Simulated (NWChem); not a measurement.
# BPH6 (SMILES [BH3-][PH3+]): BP86/SBKJC-VDZ (core potential)

What is the electronic atomisation energy of BPH6 at BP86/SBKJC-VDZ (core potential)? 

The results are computed with NWChem 7.3.0.

## 1. Starting point

The species is BPH6 (8 atoms), meant as a singlet with charge 0. SMILES: `[BH3-][PH3+]`. The coordinates come from a PBE0-D4/def2-TZVP relaxation.

Bond lengths: B1–P2 1.910 Å, B1–H3 1.209 Å, B1–H4 1.209 Å, B1–H5 1.209 Å, P2–H6 1.408 Å, P2–H7 1.409 Å, P2–H8 1.408 Å. Some angles: B1–P2–H6 118.0°, B1–P2–H7 118.1°, B1–P2–H8 118.0°, P2–B1–H3 103.8°, P2–B1–H4 103.8°, P2–B1–H5 103.8°, H6–P2–H7 99.7°, H6–P2–H8 99.7°, H7–P2–H8 99.7°, H3–B1–H4 114.5°.

## 2. The energy at BP86/SBKJC-VDZ (core potential) (run 1)

Contents of bh6p.nw:

```
start bh6p
title "BH6P BP86"
memory total 2200 mb
charge 0

geometry units bohr noautosym nocenter noautoz
B   -1.05087670   0.42934578  -1.72720968
P    0.81995217  -0.34317426   1.26177013
H   -3.20006222   0.64836503  -0.98284656
H   -0.69504127  -1.37987802  -3.07647413
H   -0.10487980   2.37009451  -2.47535225
H    0.79141730   1.42806603   3.24806126
H    3.44515970  -0.71866285   1.03386916
H    0.16856357  -2.54205958   2.61273534
end

basis "ao basis" spherical bse
* library SBKJC-VDZ
end

ecp bse
B library SBKJC-VDZ
P library SBKJC-VDZ
end

dft
xc becke88 perdew86
mult 1
grid fine
convergence energy 1e-08
iterations 100
mulliken
noprint "final vectors analysis"
end

task dft energy
```

Launch:

```console
nwchem bh6p.nw > bh6p.out
```

Standard output:

```text
[...]
          Wavefunction type:  closed shell.
          No. of atoms     :     8
          No. of electrons :    14
[...]
          Charge           :     0
          Spin multiplicity:     1
[...]
          AO basis - number of functions:    28
[...]
              XC Information
              --------------
                    Becke 1988 Exchange Functional  1.000
                Perdew 1981 Correlation Functional  1.000 local
                Perdew 1986 Correlation Functional  1.000 non-local
[...]
 d= 0,ls=0.0,diis     1    -12.8259013330 -3.44D+01  7.11D-02  1.52D-01     0.4
[...]
 d= 0,ls=0.0,diis     8    -12.8617863843 -3.20D-11  9.75D-07  7.75D-11     1.9
         Total DFT energy =      -12.861786384294
      One electron energy =      -59.859888160417
           Coulomb energy =       30.347551928867
    Exchange-Corr. energy =       -4.894816190337
 Nuclear repulsion energy =       21.545366037593
[...]
      Total Density - Mulliken Population Analysis
     ---------------------------------------------
    Atom       Charge   Shell Charges
 -----------   ------   -------------------------------------------------------
    1 B    3     3.63   1.02  2.13  0.25  0.23
    2 P    5     4.83   1.43  2.89  0.16  0.36
    3 H    1     0.89   0.44  0.45
    4 H    1     0.89   0.44  0.45
    5 H    1     0.89   0.44  0.45
    6 H    1     0.96   0.44  0.52
    7 H    1     0.96   0.44  0.52
    8 H    1     0.96   0.44  0.52
[...]
```

It took 2.5 s on 1 thread of Intel Xeon 6975P-C (Granite Rapids), shared host; peak memory 0.11 GiB.

## 3. The B atom at the same level (run 2)

Contents of calc.xyz:

```xyz
1

B      0.000000     0.000000     0.000000
```

Contents of calc.nw:

```
start calc
memory stack 880 mb heap 220 mb global 1100 mb

geometry noautosym nocenter noautoz
  load format xyz calc.xyz
end

basis spherical bse
  * library SBKJC-VDZ
end

ecp bse
  B library SBKJC-VDZ
end

dft
  xc becke88 perdew86
  mult 2
  grid fine
  convergence energy 1e-08
  iterations 100
  mulliken
  print low
end

task dft
```

Run the same way, it converges to -2.61179 Eh (log not shown).

Run 3 isn't shown in full; the table further down has it.

## 4. The P atom, same level (run 4)

Contents of struct.nw:

```
echo
start struct
memory stack 880 mb heap 220 mb global 1100 mb
geometry noautosym nocenter noautoz
P        0.000000       0.000000       0.000000
end
basis "ao basis" spherical bse
P library SBKJC-VDZ
end
ecp bse
P library SBKJC-VDZ
end
dft
xc becke88 perdew86
mult 4
grid fine
convergence energy 1e-08
maxiter 100
mulliken
print low
end
task dft energy
```

Run the same way, it converges to -6.45065 Eh (log not shown).

## 5. The series

```tsv
run	level	core potential	partner	energy (Eh)	wall time
1	BP86/SBKJC-VDZ (core potential)	SBKJC-VDZ	base	-12.861786	2.5 s
2	UBP86/SBKJC-VDZ (core potential)	SBKJC-VDZ	atoms	-2.611786	0.68 s
3	UBP86/SBKJC-VDZ	–	atoms	-0.495138	0.6 s
4	UBP86/SBKJC-VDZ (core potential)	SBKJC-VDZ	atoms	-6.450648	0.7 s
```

## 6. Summary of results

At BP86/SBKJC-VDZ (core potential):

| quantity | value |
| --- | --- |
| P atom: total energy | -6.45065 Eh |
| P atom: ⟨S²⟩ | 3.750 |
| electronic atomisation energy | 22.545 eV |

What this shows: Taking the molecule apart into free atoms costs 22.55 eV (520 kcal/mol), before zero-point energy and without spin-orbit coupling. The basis has no polarisation functions, which makes bonds too weak. All runs together took 4.4 s, the longest 2.5 s.
